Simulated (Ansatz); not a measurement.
# GaF (quintet): the correlation ladder, cc-pVTZ

One table from this session's results is given with a row withheld; the runs are named, their logs left out.

Method: cc-pVTZ, core rule «outside noble gas», up to 15 orbitals frozen; program: Ansatz 0.2.0, Gaussian basis.

The runs, in order: UHF; CCSD(T) on ROHF; CCSD(T) on UHF; BCCD(T) on ROHF; CISD as a restricted active space (open shells left free, so some higher excitations enter); CCSDT(Q) on ROHF; CCSDT(Q) on UHF.

26 further runs of the same task are left out: 11 for a known fault of the program, 6 that didn't finish, 9 set aside as unsound or not needed. Runs told in other sessions of the task aren't counted.

## What is computed

The geometry is a PBE0/def2-TZVP stationary point (not a proven minimum) of the parent state, kept for this charge and spin. No spin-orbit coupling is included. The filled d shell of Ga may be among the frozen orbitals whatever the setting's name suggests.

2 atoms, charge 0, spin multiplicity 5.

Atoms are counted from 1 here; the program's logs count them from 0.

Bond lengths: F1–Ga2 1.764 Å.

The first run:

in.yaml

```yaml
crystal:
  periodic: [false, false, false]
  atoms:
    - {symbol: F, position_ang: [0.000000, 0.000000, 0.000000]}
    - {symbol: Ga, position_ang: [0.000000, 0.000000, 1.763700]}
basis:
  gaussian: {orbitals: cc-pVTZ}
magnetization: {spin_polarized: true, initial_magnetization: 4}
hamiltonian: {xc: hf}
output: {orbitals: {seedname: orbitals}}
```

Command:

```sh
ansatz run in.yaml --threads 1 --pin off --events-out ev --progress --plain --max-ram 2393MiB
```

Steps of the session up to this table: UHF; CCSD(T) on ROHF; CCSD(T) on UHF; BCCD(T) on ROHF; CISD as a restricted active space (open shells left free, so some higher excitations enter); CCSDT(Q) on ROHF; CCSDT(Q) on UHF.

One table of the session follows, with a row left open; its other results are not shown here.

```
   method  from RCCSDT(Q) (meV)
     ROHF               +6519.6
      UHF               +6339.6
     RMP2                +557.9
     UMP2                +529.2
    RCCSD                +136.2
    UCCSD                 +95.6
 RCCSD(T)                 +11.4
 UCCSD(T)                     ?
  BCCD(T)                 +11.3
   RCCSDT                  +2.0
   UCCSDT                 -37.2
RCCSDT(Q)                     0
UCCSDT(Q)                 -39.5
```

**Question.** Estimate the row for UCCSD(T).

**Answer.** from RCCSDT(Q) (meV): -27.6. In the column «from RCCSDT(Q) (meV)» it lies between UCCSDT (-37.2) and RCCSDT(Q) (0).

Not comparable, so not listed: CISD as a restricted active space (open shells left free, so some higher excitations enter) (they don't share determinant, frozen orbitals or solution with the rows shown, or repeat one).

Limits of these values: Restricted and unrestricted rows rest on different reference determinants; a gap between their highest levels can come from leftover correlation error, from unlike frozen cores or from another state.
